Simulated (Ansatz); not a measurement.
**C2H8Se2Si: one species, many methods**

The task here is to estimate one member of a computed series from the others.

Computed with Ansatz 0.2.0, Gaussian basis. Level: functionals in def2-TZVPP, the program's frozen cores in correlated methods.

Levels to be run: PBE-D4, r2SCAN-D4, PBE0-D4, B3LYP-D4, ωB97X-V, ωB97M-V, B2PLYP; CCSD(T)/def2-TZVPP; MP2/def2-QZVPP; extrapolation to the limit.

## The relaxed structure

The geometry comes from an earlier relaxation with PBE0-D4 in a triple-zeta def2 set; it is a stationary point, not always the lowest conformer.

SMILES `C[Si](C)([SeH])[SeH]`, 13 atoms, charge 0, spin multiplicity 1.

Atoms are counted from 1 here; the program's logs count them from 0.

Bond lengths: C1–Si2 1.864 Å, C1–H6 1.093 Å, C1–H7 1.092 Å, C1–H8 1.092 Å, Si2–C3 1.864 Å, Si2–Se4 2.289 Å, Si2–Se5 2.289 Å, C3–H9 1.092 Å, C3–H10 1.092 Å, C3–H11 1.093 Å, Se4–H12 1.468 Å, Se5–H13 1.468 Å. Angles: Si2–C1–H6 110.6°, Si2–C1–H7 109.9°, Si2–C1–H8 111.1°, H6–C1–H7 108.6°, H6–C1–H8 108.4°, H7–C1–H8 108.2°, C1–Si2–C3 112.3°, C1–Si2–Se4 112.0°, C1–Si2–Se5 104.6°, C3–Si2–Se4 104.7°, C3–Si2–Se5 112.0°, Se4–Si2–Se5 111.4°, Si2–C3–H9 111.1°, Si2–C3–H10 109.9°, Si2–C3–H11 110.6°, H9–C3–H10 108.2°, H9–C3–H11 108.4°, H10–C3–H11 108.6° and more.

The first run:

File in.yaml:

```yaml
crystal:
  periodic: [false, false, false]
  atoms:
    - {symbol: C, position_ang: [-0.752739, -1.244782, -0.973425]}
    - {symbol: Si, position_ang: [-0.121006, 0.092854, 0.161060]}
    - {symbol: C, position_ang: [1.644636, 0.561688, -0.210626]}
    - {symbol: Se, position_ang: [-1.298828, 2.041400, -0.072324]}
    - {symbol: Se, position_ang: [-0.352452, -0.776219, 2.265748]}
    - {symbol: H, position_ang: [-0.169877, -2.161430, -0.848132]}
    - {symbol: H, position_ang: [-0.670888, -0.919180, -2.013019]}
    - {symbol: H, position_ang: [-1.800612, -1.471114, -0.767727]}
    - {symbol: H, position_ang: [2.008475, 1.311060, 0.494810]}
    - {symbol: H, position_ang: [2.286440, -0.319141, -0.135030]}
    - {symbol: H, position_ang: [1.728978, 0.968902, -1.221925]}
    - {symbol: H, position_ang: [-2.549478, 1.438329, 0.404391]}
    - {symbol: H, position_ang: [0.047331, 0.477634, 2.916200]}
basis:
  gaussian: {orbitals: def2-TZVPP}
hamiltonian: {xc: pbe, dispersion: d4}
output: {forces: true, orbitals: {seedname: orbitals}}
```

Run with:

```console
$ ansatz run in.yaml --threads 2 --pin off --events-out ev --progress --plain --max-ram 22528MiB --backend cuda --devices 0, --max-vram 18GiB
```

Among the steps run: PBE-D4 (GGA); r2SCAN-D4 (meta-GGA); PBE0-D4 (hybrid); B3LYP-D4 (hybrid); ωB97X-V (range-separated); ωB97M-V (range-separated); B2PLYP (double hybrid); CCSD(T) in def2-TZVPP; MP2 in def2-QZVPP.

One of the session's tables, all rows but one given; the rest of the session is left out.

It belongs to the step «Atomisation energies». 

| method | atomisation energy (kJ/mol) |
| --- | --- |
| PBE-D4 | ? |
| r2SCAN-D4 | 4487.2 |
| PBE0-D4 | 4474.2 |
| B3LYP-D4 | 4458.5 |
| ωB97X-V | 4483.4 |
| ωB97M-V | 4464.0 |
| B2PLYP | 4399.5 |
| HF/def2-TZVPP | 3299.0 |
| MP2/def2-TZVPP | 4394.5 |
| CCSD/def2-TZVPP | 4303.7 |
| CCSD(T)/def2-TZVPP | 4364.9 |
| MP2/CBS | 4515.8 |
| CCSD(T)/CBS | 4486.1 |

Estimate the missing values for PBE-D4.

**Answer.** atomisation energy (kJ/mol): 4515.3. In the column «atomisation energy (kJ/mol)» it lies between r2SCAN-D4 (4487.2) and MP2/CBS (4515.8).

Caveats from the session: Free atoms (2 C, 1 Si, 2 Se, 8 H) were run apart at each level; the atomisation energy is their sum less the molecule, without zero-point or spin-orbit terms.
